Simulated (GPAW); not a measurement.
Runs of GPAW 26.7.0 on Ba2Tl5V3O12. The structure is trigonal, space group P-3m1 (No. 164). The conventional cell has a = 8.154 Å, b = 8.154 Å, c = 6.921 Å, α = 90.00°, β = 90.00°, γ = 120.00°. Ba (site symmetry 3m) is surrounded by 6 O at 2.80 Å. V (site symmetry 2/m) has 4 O at 1.82 Å as nearest neighbours. Tl (site symmetry 2/m) has 4 O at 2.53 Å as nearest neighbours. Around Tl (site symmetry 3m) lie 6 O at 2.73 Å and 3 V at 2.82 Å and 3 Tl at 3.03 Å. O (site symmetry 1) has 1 V at 1.82 Å as nearest neighbours. The cell was built by a generator and needn't be a form met in nature.

```csv
level,potentials or basis,eigensolver,pressure (GPa),moment (μB),largest force (eV/Å)
PW91,"PAW data sets generated in the run's folder for this functional, pw",-,(b),0.00,0.12
BLYP,"PAW data sets generated in the run's folder for this functional, pw",davidson,3.4,0.00,0.16
TPSS,"GPAW PAW data sets (gpaw-data 1.2.1), pw",davidson,-0.7,0.00,0.29
SCAN,"GPAW PAW data sets (gpaw-data 1.2.1), pw",-,-2.8,0.51,(a)
```

Alike in all rows: task band structure; spin collinear, ferromagnetic start; cell as given; k mesh 3 × 3 × 3; cutoff (eV) 800; smearing fermi-dirac 0.05 eV.

**Question.** Estimate the missing entries.

**Answer.** (a) 0.22; (b) 0.1.

Caveats: the PAW data sets were made with another functional, which shifts forces and pressure a little (some runs).

Runs at the PBE level aren't shown here.
